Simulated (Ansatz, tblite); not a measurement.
# Si35H36 atom sphere (Si₃₅H₃₆): a ladder of methods and basis sets

Aim: run the singlet of Si35H36 atom sphere (Si₃₅H₃₆) at one geometry on many levels, and compare frontier levels, spin and run time.

Computed with Ansatz 0.2.0, Gaussian basis. Level: as each input shows.

Levels to be run: GFN1-xTB, GFN2-xTB, PBE-D4/def2-TZVP, r2SCAN-D4/def2-TZVP, HF/def2-TZVP, PBE-D4/def2-SVP, PBE0-D4/def2-SVP, HF/STO-3G, HF/6-31G, B3LYP-D4/6-31G, MP2/def2-SVP.

1 further run of the same task is left out (set aside as unsound or not needed). Runs told in other sessions of the task aren't counted.

### Step 1. The relaxed structure

The geometry is that of the singlet, from an earlier relaxation (r2SCAN-D4/def2-SVP).

71 atoms, charge 0, spin multiplicity 1.

Bond lengths: Si1–Si20 2.353 Å, Si1–Si21 2.353 Å, Si1–Si23 2.353 Å, Si1–H36 1.504 Å, Si2–Si20 2.353 Å, Si2–Si22 2.353 Å, Si2–Si24 2.352 Å, Si2–H37 1.504 Å, Si3–Si20 2.352 Å, Si3–Si25 2.352 Å, Si3–H38 1.501 Å, Si3–H39 1.501 Å, Si4–Si23 2.353 Å, Si4–Si25 2.353 Å, Si4–Si26 2.353 Å, Si4–H40 1.504 Å, Si5–Si24 2.352 Å, Si5–Si25 2.353 Å and more. Angles: Si20–Si1–Si21 110.1°, Si20–Si1–Si23 109.6°, Si20–Si1–H36 109.6°, Si21–Si1–Si23 109.6°, Si21–Si1–H36 109.5°, Si23–Si1–H36 108.4°, Si20–Si2–Si22 110.1°, Si20–Si2–Si24 109.6°, Si20–Si2–H37 109.6°, Si22–Si2–Si24 109.6°, Si22–Si2–H37 109.6°, Si24–Si2–H37 108.4°, Si20–Si3–Si25 109.2°, Si20–Si3–H38 109.7°, Si20–Si3–H39 109.8°, Si25–Si3–H38 109.8°, Si25–Si3–H39 109.8°, H38–Si3–H39 108.6° and more.

PBE0-D4/def2-TZVP was run before; its log isn't repeated, and its numbers join the tables.

### Step 2. GFN1-xTB

Tight binding, by tblite at 300 K electronic temperature and without a spin-polarisation term:

```python
tblite.interface.Calculator('GFN1-xTB', numbers, positions, charge=0, uhf=0).singlepoint()
```

Energy -2280.7248 eV, HOMO -11.34 eV, LUMO -8.89 eV; 1.2 s.

### Step 3. GFN2-xTB

Tight binding, by tblite at 300 K electronic temperature and without a spin-polarisation term:

```python
tblite.interface.Calculator('GFN2-xTB', numbers, positions, charge=0, uhf=0).singlepoint()
```

Energy -2129.2316 eV, HOMO -8.61 eV, LUMO -5.93 eV; 1.5 s.

### Step 4. PBE-D4/def2-TZVP

start.molden holds the orbitals of an earlier run on this state, given as this run's starting guess.

in.yaml reads:

```yaml
crystal:
  periodic: [false, false, false]
  atoms:
    - {symbol: Si, position_ang: [-2.712625, -2.711050, -0.009776]}
    - {symbol: Si, position_ang: [-2.711319, -0.006098, -2.713838]}
    - {symbol: Si, position_ang: [-5.444949, 0.001064, -0.000675]}
    - {symbol: Si, position_ang: [-2.712944, 0.009064, 2.710415]}
    - {symbol: Si, position_ang: [-2.710420, 2.712530, 0.004569]}
    - {symbol: Si, position_ang: [-0.006006, -2.711142, -2.714100]}
    - {symbol: Si, position_ang: [-0.005598, -5.444581, 0.001389]}
    - {symbol: Si, position_ang: [0.003215, -2.711510, 2.712654]}
    - {symbol: Si, position_ang: [2.709922, -2.714759, 0.007923]}
    - {symbol: Si, position_ang: [0.004197, -0.000877, -5.445626]}
    - {symbol: Si, position_ang: [0.008853, 2.711990, -2.712693]}
    - {symbol: Si, position_ang: [2.714330, 0.006836, -2.711459]}
    - {symbol: Si, position_ang: [0.000918, -0.000714, -0.000583]}
    - {symbol: Si, position_ang: [-0.006299, 2.711709, 2.711099]}
    - {symbol: Si, position_ang: [2.711144, -0.009667, 2.713236]}
    - {symbol: Si, position_ang: [2.713148, 2.711131, -0.006352]}
    - {symbol: Si, position_ang: [-0.002020, 0.001348, 5.445336]}
    - {symbol: Si, position_ang: [0.002822, 5.444873, 0.000999]}
    - {symbol: Si, position_ang: [5.444231, -0.000901, 0.004604]}
    - {symbol: Si, position_ang: [-4.082226, -1.353395, -1.357169]}
    - {symbol: Si, position_ang: [-1.355257, -4.080281, -1.358101]}
    - {symbol: Si, position_ang: [-1.354250, -1.354016, -4.083563]}
    - {symbol: Si, position_ang: [-1.358211, -1.355894, 1.355350]}
    - {symbol: Si, position_ang: [-1.354915, 1.356213, -1.357941]}
    - {symbol: Si, position_ang: [-4.081659, 1.357581, 1.352960]}
    - {symbol: Si, position_ang: [-1.355820, 1.356418, 4.080786]}
    - {symbol: Si, position_ang: [-1.354152, 4.081442, 1.353986]}
    - {symbol: Si, position_ang: [1.357899, -1.357447, -1.357307]}
    - {symbol: Si, position_ang: [1.350718, -4.082227, 1.356336]}
    - {symbol: Si, position_ang: [1.351975, -1.355713, 4.082783]}
    - {symbol: Si, position_ang: [4.080070, -1.358664, 1.356278]}
    - {symbol: Si, position_ang: [1.357780, 1.355172, -4.081582]}
    - {symbol: Si, position_ang: [1.356711, 4.081024, -1.354925]}
    - {symbol: Si, position_ang: [4.083640, 1.354095, -1.353379]}
    - {symbol: Si, position_ang: [1.357612, 1.355364, 1.356941]}
    - {symbol: H, position_ang: [-3.571112, -3.571088, 0.875798]}
    - {symbol: H, position_ang: [-3.569136, 0.881681, -3.572204]}
    - {symbol: H, position_ang: [-6.318011, -0.861928, 0.862235]}
    - {symbol: H, position_ang: [-6.322949, 0.861432, -0.861135]}
    - {symbol: H, position_ang: [-3.572206, -0.877287, 3.568827]}
    - {symbol: H, position_ang: [-3.567968, 3.571595, -0.882815]}
    - {symbol: H, position_ang: [0.879980, -3.569812, -3.573474]}
    - {symbol: H, position_ang: [-0.872311, -6.314722, 0.863552]}
    - {symbol: H, position_ang: [0.855046, -6.325382, -0.855907]}
    - {symbol: H, position_ang: [-0.884642, -3.569260, 3.570995]}
    - {symbol: H, position_ang: [3.568184, -3.575867, -0.876803]}
    - {symbol: H, position_ang: [-0.854067, 0.859964, -6.325303]}
    - {symbol: H, position_ang: [0.867445, -0.865049, -6.317199]}
    - {symbol: H, position_ang: [-0.877397, 3.570820, -3.571624]}
    - {symbol: H, position_ang: [3.573263, -0.879135, -3.570591]}
    - {symbol: H, position_ang: [0.880172, 3.570867, 3.569490]}
    - {symbol: H, position_ang: [3.570730, 0.875992, 3.572031]}
    - {symbol: H, position_ang: [3.571309, 3.570359, 0.880295]}
    - {symbol: H, position_ang: [-0.864178, -0.859102, 6.321582]}
    - {symbol: H, position_ang: [0.860324, 0.863106, 6.320132]}
    - {symbol: H, position_ang: [-0.856932, 6.323232, -0.859720]}
    - {symbol: H, position_ang: [0.865971, 6.317406, 0.864266]}
    - {symbol: H, position_ang: [6.324500, -0.860072, -0.854751]}
    - {symbol: H, position_ang: [6.315123, 0.861883, 0.869964]}
    - {symbol: H, position_ang: [-4.933330, -2.228971, -2.233173]}
    - {symbol: H, position_ang: [-2.231787, -4.929885, -2.234622]}
    - {symbol: H, position_ang: [-2.229408, -2.230450, -4.934658]}
    - {symbol: H, position_ang: [-4.931717, 2.235015, 2.228087]}
    - {symbol: H, position_ang: [-2.232063, 2.233679, 4.929889]}
    - {symbol: H, position_ang: [-2.230649, 4.931201, 2.230366]}
    - {symbol: H, position_ang: [2.226188, -4.933358, 2.232436]}
    - {symbol: H, position_ang: [2.226631, -2.232900, 4.933618]}
    - {symbol: H, position_ang: [4.930515, -2.235022, 2.232150]}
    - {symbol: H, position_ang: [2.234279, 2.231037, -4.931894]}
    - {symbol: H, position_ang: [2.233648, 4.931335, -2.230354]}
    - {symbol: H, position_ang: [4.936009, 2.229736, -2.228090]}
basis:
  gaussian: {orbitals: def2-TZVP, fitting: {mean_field: def2-universal-jkfit}, initial_orbitals: start.molden}
hamiltonian: {xc: pbe, dispersion: d4}
scf: {omitted_lower_state_checks: [starts]}
output: {orbitals: {seedname: orbitals}}
```

On the command line:

```sh
$ ansatz run in.yaml --threads 11 --pin off --events-out ev --progress --plain --max-ram 174080MiB --backend cuda --devices 0, --max-vram 75GiB
```

After this run come: r2SCAN-D4/def2-TZVP; HF/def2-TZVP; PBE-D4/def2-SVP; PBE0-D4/def2-SVP; HF/STO-3G; HF/6-31G; B3LYP-D4/6-31G; MP2/def2-SVP.

**Question.** What will the summary of the whole plan be? Wanted: gap in def2-TZVP, named functionals and Hartree-Fock, smallest and largest; correlation energy, MP2/def2-SVP; binding an atom, functionals in def2-TZVP; PBE0 total energy, smallest basis above largest.

As calculated:

| quantity | value |
| --- | --- |
| gap in def2-TZVP, named functionals and Hartree-Fock, smallest and largest | 3.55 eV (PBE-D4), 10.38 eV (HF) |
| correlation energy, MP2/def2-SVP | -92.02 eV |
| binding an atom, functionals in def2-TZVP | 3.47 (PBE-D4) to 3.47 eV (r2SCAN-D4) |
| PBE0 total energy, smallest basis above largest | 93.31 eV (def2-SVP, def2-TZVP) |

In words: Over the named functionals and Hartree-Fock in def2-TZVP the gap runs from 3.55 eV (PBE-D4) to 10.38 eV (HF); exact exchange widens it.
